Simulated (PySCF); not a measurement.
# B2H8Hg (Hg(BH4)2): the cost of one run

Computed with PySCF 2.14.0. Level: several levels, as the steps say, no spin–orbit coupling.

1 further run of the same task is left out (for a known fault of the program).

## Step 1: Where the work starts

11 atoms, charge 0, spin multiplicity 1.

Bond lengths: Hg1–B2 2.292 Å, Hg1–H5 1.815 Å, Hg1–B7 2.292 Å, Hg1–H10 1.815 Å, B2–H3 1.218 Å, B2–H4 1.221 Å, B2–H5 1.340 Å, B2–H6 1.217 Å, B7–H8 1.218 Å, B7–H9 1.221 Å, B7–H10 1.340 Å, B7–H11 1.217 Å. Angles: B2–Hg1–H5 35.8°, B2–Hg1–B7 141.8°, B2–Hg1–H10 177.1°, H5–Hg1–B7 177.1°, H5–Hg1–H10 146.7°, B7–Hg1–H10 35.8°, Hg1–B2–H3 133.8°, Hg1–B2–H4 86.1°, Hg1–B2–H5 52.3°, Hg1–B2–H6 90.6°, H3–B2–H4 112.0°, H3–B2–H5 81.7°, H3–B2–H6 113.7°, H4–B2–H5 113.3°, H4–B2–H6 118.3°, H5–B2–H6 112.4°, Hg1–H5–B2 91.9°, Hg1–B7–H8 133.8° and more.

Geometry (Å):

```xyz
11
B2H8Hg
Hg    0.0000    0.0000    0.1047
B     2.1650    0.0478    0.8541
H     3.2487   -0.0655    0.3092
H     1.8747   -0.9428    1.5054
H     1.7389   -0.0094   -0.4149
H     1.9818    1.1413    1.3558
B    -2.1650   -0.0478    0.8541
H    -3.2487    0.0655    0.3092
H    -1.8747    0.9428    1.5054
H    -1.7389    0.0094   -0.4149
H    -1.9818   -1.1413    1.3558
```

Formal oxidation states: Hg +2. An earlier session relaxed this geometry at PBE0, Hg def2-SVP with ECP60, B def2-SVP, H def2-SVP (singlet, point group C2).

At PBE0 on the finer grid: E = -207.770979 Eh, HOMO -8.97 eV, LUMO -1.49 eV, Mulliken charge on Hg1 +0.47 e, largest force component 0.025 eV/Å. 

Levels to run: B3LYP; wB97X; PBE0, TZVP. Hardware: 2 threads of AMD EPYC 9R45 (Zen 5), shared host.

## Step 2: B3LYP

run.py (the lines that set the calculation)

```python
mol = gto.M(atom='''
Hg     0.00000     0.00000     0.10474
B      2.16504     0.04785     0.85415
H      3.24872    -0.06546     0.30920
H      1.87473    -0.94276     1.50542
H      1.73889    -0.00936    -0.41486
H      1.98178     1.14125     1.35580
B     -2.16504    -0.04785     0.85415
H     -3.24872     0.06546     0.30920
H     -1.87473     0.94277     1.50542
H     -1.73889     0.00936    -0.41486
H     -1.98178    -1.14125     1.35580''',
    basis={'Hg': 'def2-SVP', 'B': 'def2-SVP', 'H': 'def2-SVP'},
    ecp={'Hg': 'def2-SVP'},
    charge=0, spin=0)
mf = dft.RKS(mol, xc='B3LYP')
mf.grids.atom_grid = (75, 302)
mf = mf.density_fit()  # fitting sets: Hg def2-universal-JKFIT, B def2-universal-JKFIT, H def2-universal-JKFIT
mf.conv_tol = 1e-08; mf.max_cycle = 55
mf.kernel(dm0)  # dm0: the density of the relaxed state
```

On the command line:

```console
$ OMP_NUM_THREADS=2 python run.py
```

**Question.** How long does this run take on 2 threads of AMD EPYC 9R45 (Zen 5), shared host?

About 2.6 s.
